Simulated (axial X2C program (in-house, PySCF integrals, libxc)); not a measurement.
**BrGaBr: bond lengths and stretches, held linear**

Aim: the two bond lengths and stretching wavenumbers of linear BrGaBr, with and without spin–orbit coupling, at PBE0, HF, r2SCAN, MP2.

Method: all-electron X2C, two-component (2c) or spin-free, Br dyall-av3z, Ga dyall-v3z; program: an in-house X2C program for linear molecules on PySCF integrals.

All values are calculated.

2 further runs of the same task are left out: 2 set aside as unsound or not needed.

**1. Input**

Contents of task.json:

```json
{"zs": [35, 31, 35], "q": 0, "bas": ["dyall-av3z", "dyall-v3z", "dyall-av3z"], "r0": [2.38, 2.38], "symm": 1, "scan": ["PBE0", "HF", "r2SCAN"], "levels": ["PBE0", "HF", "BHandHLYP"], "nst": 2}
```

Keys: zs atomic numbers; q charge; bas basis sets; r0 starting distance in Å; symm equal bonds; scan levels of the two-bond scan (MP2 follows by itself at each HF point); levels methods; nst determinants followed.

Run with:

```bash
> python solin.py task.json out
```

Masses Br 78.918, Ga 68.926, Br 78.918 u.

**2. Scan at PBE0, 2c**

State: Ω = 1/2 (beyond evenly filled blocks: ω = 1/2). Energies above the lowest point, from the job's result record:

```
r(Br–Ga) (Å)  r(Ga–Br) (Å)  E (meV)
      2.3429        2.3429    30.57
      2.3429        2.4030    12.94
      2.3429        2.4631    21.54
      2.4030        2.3429    12.94
      2.4030        2.4030     0.00
      2.4030        2.4631    13.02
      2.4030        2.5232    45.48
      2.4631        2.3429    21.54
      2.4631        2.4030    13.02
      2.4631        2.4631    30.23
      2.5232        2.4030    45.48
      2.5232        2.5232   106.68
```

A quadratic surface with cubic terms in each bond gives the minimum at 2.401 and 2.401 Å, force constants 1.15, 1.15 and coupling 0.18 mdyn/Å.

**3. Scan at HF, 2c**

State: Ω = 1/2 (beyond evenly filled blocks: ω = 1/2). Energies above the lowest point, from the job's result record:

```
r(Br–Ga) (Å)  r(Ga–Br) (Å)  E (meV)
      2.3429        2.3429    69.90
      2.3429        2.4030    33.11
      2.3429        2.4631    23.85
      2.4030        2.3429    33.11
      2.4030        2.4030     2.93
      2.4030        2.4631     0.00
      2.4030        2.5232    17.32
      2.4631        2.3429    23.85
      2.4631        2.4030     0.00
      2.4631        2.4631     3.20
      2.5232        2.4030    17.32
      2.5232        2.5232    55.24
```

A quadratic surface with cubic terms in each bond gives the minimum at 2.433 and 2.433 Å, force constants 1.05, 1.05 and coupling 0.27 mdyn/Å.

**4. Scan at r2SCAN, 2c**

State: Ω = 1/2 (beyond evenly filled blocks: ω = 1/2). Energies above the lowest point, from the job's result record:

```
r(Br–Ga) (Å)  r(Ga–Br) (Å)  E (meV)
      2.3429        2.3429    24.86
      2.3429        2.4030    10.02
      2.3429        2.4631    21.01
      2.4030        2.3429    10.02
      2.4030        2.4030     0.00
      2.4030        2.4631    15.52
      2.4030        2.5232    50.18
      2.4631        2.3429    21.01
      2.4631        2.4030    15.52
      2.4631        2.4631    35.29
      2.5232        2.4030    50.18
      2.5232        2.5232   116.24
```

A quadratic surface with cubic terms in each bond gives the minimum at 2.396 and 2.396 Å, force constants 1.16, 1.16 and coupling 0.19 mdyn/Å.

**5. The levels side by side**

| level | r(Br–Ga) (Å) | r(Ga–Br) (Å) | lower stretch (cm⁻¹) | upper stretch (cm⁻¹) |
| --- | --- | --- | --- | --- |
| PBE0, 2c | 2.401 | 2.401 | 169.7 | 261.9 |
| HF, 2c | 2.433 | 2.433 | 168.6 | 235.0 |
| r2SCAN, 2c | 2.396 | 2.396 | 170.2 | 262.1 |
| MP2, 2c | 2.378 | 2.378 | 180.1 | 279.1 |
| PBE0, spin-free | 2.399 | 2.399 | 170.7 | 263.5 |
| HF, spin-free | 2.430 | 2.430 | 169.7 | 237.3 |
| r2SCAN, spin-free | 2.394 | 2.394 | 170.9 | 263.2 |
| MP2, spin-free | 2.376 | 2.376 | 180.7 | 280.1 |

Scans not shown above were run alike.

**Reading.** Over the levels the Br–Ga bond spans 2.376 to 2.433 Å and the Ga–Br bond 2.376 to 2.433 Å. At PBE0 going from spin-free to two-component moves the bonds by +0.002 and +0.002 Å. Each state is one determinant, the lowest of a limited PBE0 search; the stretches come from a fit to few points and are good to some per cent at best. The stretches are sorted by size, and where the two bonds are alike the symmetric and antisymmetric modes can swap order between levels. MP2 freezes inner shells (threshold -2 hartree). The molecule was held linear; bending was not examined, so a bent shape may lie lower.
